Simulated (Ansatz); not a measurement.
# Si: the cost of one run

Computed with Ansatz 0.2.0 (reference: DFT, HSE06, plane waves, PAW, unless a step's input says otherwise).

### 1 The system as given

It takes space group Fd-3m (No. 227, cubic). Conventional cell: a = 5.444 Å, b = 5.444 Å, c = 5.444 Å, α = 90.00°, β = 90.00°, γ = 90.00°. Si (site symmetry -43m) is surrounded by 4 Si at 2.36 Å.

Structure file:

```xyz
2
Lattice="0.0000 2.7221 2.7221 2.7221 0.0000 2.7221 2.7221 2.7221 0.0000" Properties=species:S:1:pos:R:3 pbc="T T T"
Si    0.0000    0.0000    0.0000
Si    1.3611    1.3611    1.3611
```

### 2 The reference run

The input, input.yaml:

```yaml
crystal:
  lattice:
    - [0.0, 2.7221188962, 2.7221188962]
    - [2.7221188962, 0.0, 2.7221188962]
    - [2.7221188962, 2.7221188962, 0.0]
  atoms:
    - { symbol: Si, position: [0.0, 0.0, 0.0] }
    - { symbol: Si, position: [0.25, 0.25, 0.25] }
kpoints:
  mp_grid: { grid: [4, 4, 4] }
hamiltonian:
  xc: hse06
scf:
  occupations: { method: fixed }
  n_extra_bands: 4
output:
  forces: true
  stress: true
  eigenvalues: true
```

Command:

```sh
ansatz run input.yaml --threads 4 --pin off --max-ram 3686MiB --backend cpu --events-out ev --progress --plain --runs-dir out
```

Q: Estimate wall time and peak memory on 4 threads of Arm Neoverse N1, shared host.

About 4.2 s, with a peak of 0.41 GiB.
